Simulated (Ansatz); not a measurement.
Sc3Nb, space group I4/mmm, a test of the smearing width

With Ansatz's Python interface.

Run as a notebook:

In [1]:
```python
import ansatz as az
```

In [2]:
```python
sc3nb = (
    az.Lattice.of([-2.229538, 2.229538, 4.455053], [2.229538, -2.229538, 4.455053], [2.229538, 2.229538, -4.455053])
    .atom('Sc', [0.75, 0.25, 0.5])
    .atom('Sc', [0.25, 0.75, 0.5])
    .atom('Sc', [0.5, 0.5, 0.0])
    .atom('Nb', [0.0, 0.0, 0.0])
)
```

In [3]:
```python
setup = sc3nb.calculation()
setup = setup.functional(az.Functional.PBESOL)
setup = setup.pseudopotentials('paw').basis(450)
setup = setup.kpoints(7)

rows = []
for value in [0.3, 0.2, 0.1, 0.05]:
    report = setup.occupations('fermi_dirac', width=value).run().report
    rows.append((value, report['free_energy_ev'] / len(report['lattice']['sites']), report['n_iterations'], report['n_kpoints']))

print('  width (eV)   F/atom (eV)    iterations      k-points')
for row in rows:
    print(f'{str(row[0]):>12s}  {row[1]:12.5f}  {row[2]:12d}  {row[3]:12d}')
```
```text
  width (eV)   F/atom (eV)    iterations      k-points
         0.3   -2707.45477             6            40
         0.2   -2707.34229             6            40
         0.1   -2707.28093             6            40
        0.05   -2707.26814             6            40
```

In [4]:
```python
# differences from the last row
for row in rows[:-1]:
    shift = 1000 * (row[1] - rows[-1][1])
    print(f'{row[0]}: {shift:+.2f} meV/atom' + ('  (within 2 meV)' if abs(shift) < 2 else ''))
```
```text
0.3: -186.63 meV/atom
0.2: -74.15 meV/atom
0.1: -12.78 meV/atom
```

Going from 0.05 to 0.3 eV changes F by -186.6 meV an atom. With this scheme F falls roughly as the square of the width; the report's estimate for zero width (energy_sigma0_ev) moves by only +15.7 meV.

Reading the output:
- For a metal this k-point mesh is coarse: on a finer one energies can move by several to tens of meV an atom and pressures by half a GPa or more, differences at one mesh by less.
- The smearing is wide enough that free energy and stress hold a thermal part of the electrons.
- The narrowest width needs the finest mesh, so the last row is no converged reference.
- The structure comes from a database of computed cells and needn't be a stable or known phase.
- Hardware and time: 16 s on 1 thread of Arm Neoverse V2 (shared host), peak memory 0.46 GiB.
